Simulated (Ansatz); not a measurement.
**BFH7NSi2: a ladder of functionals and wavefunction methods**

The task here is to estimate one member of a computed series from the others.

The runs use Ansatz 0.2.0, Gaussian basis; functionals in def2-TZVPP, the program's frozen cores in correlated methods.

Levels to be run: LDA (SPW92), PBE-D4, revPBE-D4, BLYP-D4, r2SCAN-D4, B97M-V, PBE0-D4, B3LYP-D4, r2SCANh-D4, r2SCAN0-D4, HSE06-D4, BHLYP-D4, CAM-B3LYP-D4, LC-ωPBE, ωB97X-V, ωB97M-V, B2PLYP, PBE-QIDH; CCSD(T)/def2-SVP; CCSD(T)/def2-TZVPP; MP2/def2-QZVPP; extrapolation to the limit; RPA on PBE.

### Structure used throughout

All runs share one geometry, relaxed beforehand with PBE0-D4 in a triple-zeta def2 set.

SMILES `B[SiH2]N[SiH2]F`, 12 atoms, charge 0, spin multiplicity 1.

Atoms are counted from 1 here; the program's logs count them from 0.

Bond lengths: B1–Si2 2.024 Å, B1–H6 1.193 Å, B1–H7 1.197 Å, Si2–N3 1.759 Å, Si2–H8 1.493 Å, Si2–H9 1.492 Å, N3–Si4 1.692 Å, N3–H10 1.008 Å, Si4–F5 1.638 Å, Si4–H11 1.480 Å, Si4–H12 1.481 Å. Angles: Si2–B1–H6 121.5°, Si2–B1–H7 118.6°, H6–B1–H7 117.8°, B1–Si2–N3 102.2°, B1–Si2–H8 113.4°, B1–Si2–H9 116.2°, N3–Si2–H8 110.6°, N3–Si2–H9 108.4°, H8–Si2–H9 106.0°, Si2–N3–Si4 119.1°, Si2–N3–H10 120.0°, Si4–N3–H10 120.2°, N3–Si4–F5 103.2°, N3–Si4–H11 116.6°, N3–Si4–H12 113.4°, F5–Si4–H11 103.6°, F5–Si4–H12 108.1°, H11–Si4–H12 110.8°.

The first run:

Contents of in.yaml:

```yaml
crystal:
  periodic: [false, false, false]
  atoms:
    - {symbol: B, position_ang: [-1.187826, 1.175216, 0.359593]}
    - {symbol: Si, position_ang: [0.028941, -0.039810, 1.427714]}
    - {symbol: N, position_ang: [0.889052, -0.909268, 0.163727]}
    - {symbol: Si, position_ang: [0.537466, -0.566602, -1.455380]}
    - {symbol: F, position_ang: [-0.150475, 0.918301, -1.383878]}
    - {symbol: H, position_ang: [-1.079803, 2.362844, 0.404357]}
    - {symbol: H, position_ang: [-2.203918, 0.723427, -0.082715]}
    - {symbol: H, position_ang: [-0.709505, -0.990092, 2.311447]}
    - {symbol: H, position_ang: [1.032530, 0.636211, 2.299761]}
    - {symbol: H, position_ang: [1.679419, -1.489214, 0.399292]}
    - {symbol: H, position_ang: [-0.501462, -1.401469, -2.098529]}
    - {symbol: H, position_ang: [1.742481, -0.474745, -2.311389]}
basis:
  gaussian: {orbitals: def2-TZVPP}
hamiltonian: {xc: lda}
output: {orbitals: {seedname: orbitals}}
```

Steps of the session up to this table: LDA; PBE-D4 (GGA); revPBE-D4 (GGA); BLYP-D4 (GGA); r2SCAN-D4 (meta-GGA); B97M-V (meta-GGA); PBE0-D4 (hybrid); B3LYP-D4 (hybrid); r2SCANh-D4 (hybrid); r2SCAN0-D4 (hybrid); HSE06-D4 (hybrid); BHLYP-D4 (hybrid); CAM-B3LYP-D4 (range-separated); LC-ωPBE (range-separated); ωB97X-V (range-separated); ωB97M-V (range-separated); B2PLYP (double hybrid); PBE-QIDH (double hybrid).

One table of the session follows, with a row left open; its other results are not shown here.

It belongs to the step «Orbital energies across the functionals». 

| functional | HOMO (eV) | gap (eV) |
| --- | --- | --- |
| LDA (SPW92) | -6.54 | 4.00 |
| PBE-D4 | -6.45 | 4.20 |
| revPBE-D4 | -6.41 | 4.28 |
| BLYP-D4 | -6.33 | 4.29 |
| r2SCAN-D4 | -6.74 | 4.87 |
| B97M-V | -6.88 | 4.82 |
| PBE0-D4 | -7.76 | 6.54 |
| B3LYP-D4 | -7.55 | 6.14 |
| r2SCANh-D4 | -7.23 | 5.71 |
| r2SCAN0-D4 | -7.97 | 6.96 |
| HSE06-D4 | -7.36 | 5.75 |
| BHLYP-D4 | ? | ? |
| CAM-B3LYP-D4 | -9.14 | 9.06 |
| LC-ωPBE | -10.51 | 11.61 |
| ωB97X-V | -10.16 | 11.14 |
| ωB97M-V | -10.03 | 10.70 |

**Question.** Estimate the row for BHLYP-D4.

Worked estimate for «HOMO (eV)». Against the share of exact exchange, BLYP-D4 (0, -6.33), B3LYP-D4 (0.2, -7.55) give a slope of -6.10 per unit share; at 0.5 the line stands at -9.38.

**Answer.** HOMO (eV): -9.01; gap (eV): 8.87. In «HOMO (eV)» the line misses by -0.37.
